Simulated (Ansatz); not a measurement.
# RuBrCl4: the cost of one run

Method: DFT PBE, scalar-relativistic, plane waves, PAW, in Ansatz 0.2.0.

1 further run of the same task is left out (it didn't finish).

### 1 The system as given

It takes space group F-43m (No. 216, cubic). Conventional cell: a = 8.628 Å, b = 8.628 Å, c = 8.628 Å, α = 90.00°, β = 90.00°, γ = 90.00°. Ru (site symmetry -43m) is surrounded by 12 Cl at 3.57 Å and 4 Br at 3.74 Å. Around Br (site symmetry -43m) lie 12 Cl at 3.58 Å and 4 Ru at 3.74 Å. Cl (site symmetry 3m) has 6 Cl at 3.02 to 3.08 Å and 3 Ru at 3.57 Å as nearest neighbours.

Structure file:

```cif
data_structure
_symmetry_space_group_name_H-M 'F-43m'
_symmetry_Int_Tables_number 216
_cell_length_a 8.6279
_cell_length_b 8.6279
_cell_length_c 8.6279
_cell_angle_alpha 90.000
_cell_angle_beta 90.000
_cell_angle_gamma 90.000
_cell_volume 642.26
loop_
_atom_site_label
_atom_site_type_symbol
_atom_site_symmetry_multiplicity
_atom_site_Wyckoff_symbol
_atom_site_fract_x
_atom_site_fract_y
_atom_site_fract_z
_atom_site_occupancy
Ru1 Ru 4 a 0.00000 0.00000 0.00000 1
Br1 Br 4 c 0.25000 0.25000 0.25000 1
Cl1 Cl 16 e 0.87362 0.37362 0.12638 1
```

The cell is invented: species swapped into a database cell of Be4AlNi (F-43m, No. 216), with Cl on the Be sites, Br on the Al sites and Ru on the Ni sites. Lengths come from tabulated atomic sizes and are only a guess.

### 2 A first look at the guess

File input.yaml:

```yaml
crystal:
  lattice:
    - [0.0, 4.31393152, 4.31393152]
    - [4.31393152, 0.0, 4.31393152]
    - [4.31393152, 4.31393152, 0.0]
  atoms:
    - { symbol: Ru, position: [0.0, 0.0, 0.0], spin: 1.0 }
    - { symbol: Br, position: [0.75, 0.75, 0.75] }
    - { symbol: Cl, position: [0.87912837, 0.37362388, 0.37362388] }
    - { symbol: Cl, position: [0.37362388, 0.37362388, 0.37362388] }
    - { symbol: Cl, position: [0.37362388, 0.87912837, 0.37362388] }
    - { symbol: Cl, position: [0.37362388, 0.37362388, 0.87912837] }
basis:
  ecutwfc: 420
kpoints:
  mp_grid: { grid: [4, 4, 4] }
hamiltonian:
  xc: pbe
scf:
  occupations: { method: gaussian, width: 0.1 }
  lower_state_search: "off"
output:
  forces: true
  stress: true
  eigenvalues: true
  populations: true
magnetization:
  spin_polarized: true
```

Command:

```sh
$ ansatz run input.yaml --threads 1 --pin off --max-ram 2560MiB --backend cpu --events-out ev --progress --plain --runs-dir out
```

What time and memory should one allow on 1 thread of Intel Xeon at 2.70GHz, shared host?

About 22 s, with a peak of 0.45 GiB.
